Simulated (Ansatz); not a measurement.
The system is VSi2.

```
V Si
1.0
     4.53480    0.00000    0.00000
    -2.26740    3.92725    0.00000
     0.00000    0.00000    6.31890
V Si
3 6
Cartesian
  2.2674 0.0000 3.1595
  1.1337 1.9636 5.2658
  -1.1337 1.9636 1.0532
  1.1053 0.6382 1.0532
  3.4295 0.6382 5.2658
  0.0000 1.2763 3.1595
  1.1621 3.2891 1.0532
  -1.1621 3.2891 5.2658
  2.2674 2.6509 3.1595
```

The cell comes from a database or a generator and needn't be the stable form of this composition.

Base run:

* Program: Ansatz 0.2.0
* Functional: LDA
* Potentials or basis: all-electron LAPW, scalar-relativistic
* Cutoff: 221 eV (chosen from the basis error)
* Basis error allowed: 0.002 eV/atom
* k mesh: 7 × 7 × 4
* Occupations: fermi-dirac, width 0.05 eV
* Spin: collinear spin, ferromagnetic start
* Starting moments: [2.0, 2.0, 2.0, 0.0, 0.0, 0.0, 0.0, 0.0, 0.0] μB

Its results: pressure -4.7 GPa; net moment 0.00 μB per cell; largest force 0.102 eV/Å.

Problem. The run is repeated on the same cell with these changes: functional from LDA to PBEsol. What comes out?

Solution. Pressure -0.8 GPa; net moment 0.00 μB per cell; largest force 0.097 eV/Å.

PBEsol binds less tightly than LDA, so the same cell stands under more pressure.

Caveats: the starting moments weren't kept.
